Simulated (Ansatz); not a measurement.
# CH3F2NSi: the cost of one run

All numbers are computed with Ansatz 0.2.0 through its Python package. Level of theory: r2SCAN/def2-SVP.

## (1) The system

Bond lengths: F1–C2 1.383 Å, C2–F3 1.347 Å, C2–N4 1.424 Å, C2–Si5 1.812 Å, N4–Si5 1.758 Å, N4–H6 1.073 Å, Si5–H7 1.474 Å, Si5–H8 1.453 Å. Angles (14 of 15 angles, heavy atoms first): F1–C2–F3 104.0°, F1–C2–N4 121.3°, F1–C2–Si5 125.6°, F3–C2–N4 115.0°, F3–C2–Si5 122.5°, N4–C2–Si5 64.5°, C2–N4–Si5 68.5°, C2–Si5–N4 47.0°, C2–N4–H6 106.5°, Si5–N4–H6 105.0°, C2–Si5–H7 120.4°, C2–Si5–H8 119.5°, N4–Si5–H7 103.5°, N4–Si5–H8 104.6°.

The script holds or builds the structure itself.

## (2) The code

File freq_ch3f2nsi.py:

```python
import ansatz as az
import numpy as np


def main() -> None:
    mol = (
        az.Crystal.molecule()
        .atom('F', (0.231, -0.5943, 1.9045))
        .atom('C', (0.5958, -0.2831, 0.6076))
        .atom('F', (1.9118, -0.5665, 0.5627))
        .atom('N', (0.2265, 0.9564, 0.0119))
        .atom('Si', (-0.4768, -0.406, -0.8478))
        .atom('H', (-0.5737, 1.3531, 0.6066))
        .atom('H', (0.0887, -0.2848, -2.2041))
        .atom('H', (-1.9111, -0.2319, -0.6973))
    )

    base = mol.calculation().basis(gaussian='def2-SVP').functional('r2scan')
    symbols = [site.symbol for site in mol.cartesian_sites]
    start = np.array([site.position_ang for site in mol.cartesian_sites], dtype=float)
    report = base.relax(force_tolerance=0.003, max_steps=100).run(threads=1).report
    end = np.array(report['positions_ang'])

    print('final positions (A) and the move of each atom')
    for symbol, xyz, old in zip(symbols, end, start):
        print(f'{symbol:2s} {xyz[0]:10.5f} {xyz[1]:10.5f} {xyz[2]:10.5f}   {np.linalg.norm(xyz - old):7.4f}')

    minimum = az.Crystal.molecule()
    for symbol, xyz in zip(symbols, end):
        minimum = minimum.atom(symbol, xyz.tolist())
    vibrating = (
        minimum.calculation()
        .basis(gaussian='def2-SVP')
        .functional('r2scan')
        .phonons(temperatures=(100, 500, 100))
    )
    vib = vibrating.run(threads=1).report['vibrations']
    sums = vib['harmonic_sums']
    modes = [m['omega_inv_cm'] for m in sums['modes_at_gamma'] if m['rigid_motion'] == 'no']
    print('frequencies (1/cm):', ' '.join(f'{w:.0f}' for w in modes))
    print('imaginary modes:', sum(w < 0 for w in modes), ' zero-point energy:', round(sums['zero_point_energy_ev'], 4), 'eV')
    print('T (K)   F_vib (eV)   S_vib (meV/K)   C_vib (meV/K)')
    for row in zip(sums['temperatures_k'], sums['vibrational_free_energy_ev'], vib['entropy_ev_per_k'], vib['heat_capacity_ev_per_k']):
        print(f'{row[0]:6.1f} {row[1]:11.4f} {1000 * row[2]:13.4f} {1000 * row[3]:15.4f}')


if __name__ == '__main__':
    main()
```

## (3) The calls as engine input

The package turns the script's settings into the engine's input (first run):

```yaml
crystal:
  periodic: [false, false, false]
  atoms:
    - { symbol: F, position_ang: [0.231, -0.5943, 1.9045] }
    - { symbol: C, position_ang: [0.5958, -0.2831, 0.6076] }
    - { symbol: F, position_ang: [1.9118, -0.5665, 0.5627] }
    - { symbol: "N", position_ang: [0.2265, 0.9564, 0.0119] }
    - { symbol: Si, position_ang: [-0.4768, -0.406, -0.8478] }
    - { symbol: H, position_ang: [-0.5737, 1.3531, 0.6066] }
    - { symbol: H, position_ang: [0.0887, -0.2848, -2.2041] }
    - { symbol: H, position_ang: [-1.9111, -0.2319, -0.6973] }
basis:
  gaussian:
    orbitals: def2-SVP
hamiltonian:
  xc: r2scan
relax:
  f_tol: 0.003
  max_steps: 100
```

## (4) Running it

Started as:

```
> python freq_ch3f2nsi.py
```

What time and memory should one allow on 1 thread of Intel Xeon 6975P-C (Granite Rapids), shared host?

About 2.9 min, with a peak of 0.24 GiB.
